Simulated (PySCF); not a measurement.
# C2H9OPSi: the cost of one run

The runs use PySCF 2.14.0, with density-fitted response routines of our own; the level of theory stands in each step. All values are computed, except where a source is named. Atoms are numbered from 0 throughout.

### Step 1. The molecule as given

14 atoms, charge 0, multiplicity 1; geometry from: GFN2-xTB. The atoms were then displaced at random by about 0.01 Å, so the start is not that level's minimum.

Bonds of the start (Å): C0–C1 1.51, C1–Si2 1.90, Si2–O3 1.62, Si2–P4 2.27, C0–H5 1.07, C0–H6 1.11, C0–H7 1.07, C1–H8 1.11, C1–H9 1.08, Si2–H10 1.48, O3–H11 0.94, P4–H12 1.39, P4–H13 1.37.

### Step 2. Optimising the geometry at PBE0-D3(BJ)/def2-SVP

What the job is given:

```
{"job": {"xc": "PBE0", "basis": "def2-SVP", "d3": "d3bj", "grid": 1, "shake": 0.01, "kind": "geom"}, "charge": 0, "multiplicity": 1}
C     -2.055800     0.131980     0.021580
C     -0.692620     0.765640    -0.112230
Si     0.679990    -0.541540    -0.058400
O      0.558660    -1.672870    -1.207580
P      2.632820     0.551020    -0.416530
H     -2.199240    -0.312780     0.985310
H     -2.840470     0.914200    -0.087870
H     -2.215360    -0.594610    -0.752020
H     -0.548280     1.511990     0.701530
H     -0.626010     1.319140    -1.042170
H      0.624330    -1.384840     1.151000
H      0.648420    -1.481820    -2.124620
H      2.604760     1.233270     0.794080
H      3.421630    -0.453860     0.085420
```

Command:

```bash
$ OMP_NUM_THREADS=1 python probes_run.py task.json out
```

The driver reads the jobs from task.json and runs them one after another.

**Question.** How long does this first job take on 1 thread of Arm Neoverse N1, shared host, and how much memory does it need?

About 50 s, with a peak of 0.48 GiB.
